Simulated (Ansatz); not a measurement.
# ScAl2P3: the cost of one run

Computed with Ansatz 0.2.0 (DFT PBE, scalar-relativistic, plane waves, PAW, unless a step's input says otherwise).

## 1. The system as given

It takes space group C2/m (No. 12, monoclinic). The conventional cell has a = 5.939 Å, b = 10.253 Å, c = 3.433 Å, α = 90.00°, β = 90.35°, γ = 90.00°. Sc (site symmetry 2/m) has 6 Al at 3.41 to 3.44 Å and 12 P at 3.42 to 3.44 Å and 2 Sc at 3.43 Å in its first shell of neighbours. Around Al (site symmetry 2) lie 6 P at 2.40 to 2.44 Å. P (site symmetry 2/m) has 4 Al at 2.40 Å and 4 Sc at 3.42 to 3.44 Å in its first shell of neighbours. P (site symmetry -1) has 4 Al at 2.43 to 2.44 Å and 4 Sc at 3.42 to 3.43 Å in its first shell of neighbours.

Cell or atoms stand a little off a more symmetric structure (P6/mmm at a tolerance of 0.3 Å), so results at this geometry aren't those of that ideal crystal.

Coordinates:

```cif
data_structure
_symmetry_space_group_name_H-M 'C2/m'
_symmetry_Int_Tables_number 12
_cell_length_a 5.9387
_cell_length_b 10.2526
_cell_length_c 3.4327
_cell_angle_alpha 90.000
_cell_angle_beta 90.350
_cell_angle_gamma 90.000
_cell_volume 209.00
loop_
_atom_site_label
_atom_site_type_symbol
_atom_site_symmetry_multiplicity
_atom_site_Wyckoff_symbol
_atom_site_fract_x
_atom_site_fract_y
_atom_site_fract_z
_atom_site_occupancy
Sc1 Sc 2 a 0.00000 0.00000 0.00000 1
Al1 Al 4 g 0.50000 0.83600 0.00000 1
P1 P 2 d 0.50000 0.00000 0.50000 1
P2 P 4 f 0.25000 0.25000 0.50000 1
```

The cell is invented: species swapped into a database cell of ErB2Rh3 (C2/m, No. 12), with Sc on the Er sites, Al on the B sites and P on the Rh sites. Its size is a rough estimate.

## 2. The guess as it stands, on a coarse mesh

File input.yaml:

```yaml
crystal:
  lattice:
    - [2.96936201, -5.12627839, 0.0]
    - [2.96936201, 5.12627839, 0.0]
    - [-0.02096884, 0.0, 3.43260277]
  atoms:
    - { symbol: Sc, position: [0.0, 0.0, 0.0] }
    - { symbol: Al, position: [0.66399999, 0.33600001, 0.0] }
    - { symbol: Al, position: [0.33600001, 0.66399999, 0.0] }
    - { symbol: P, position: [0.5, 0.5, 0.5] }
    - { symbol: P, position: [0.0, 0.5, 0.5] }
    - { symbol: P, position: [0.5, 0.0, 0.5] }
basis:
  ecutwfc: 420
kpoints:
  mp_grid: { grid: [4, 4, 6] }
hamiltonian:
  xc: pbe
scf:
  occupations: { method: gaussian, width: 0.1 }
  lower_state_search: "off"
output:
  forces: true
  stress: true
  eigenvalues: true
```

The run is started by

```
$ ansatz run input.yaml --threads 1 --pin off --max-ram 2560MiB --backend cpu --events-out ev --progress --plain --runs-dir out
```

What time and memory should one allow on 1 thread of Intel Xeon at 2.50GHz (Skylake/Cascade Lake), shared host?

About 9.4 s, with a peak of 0.4 GiB.
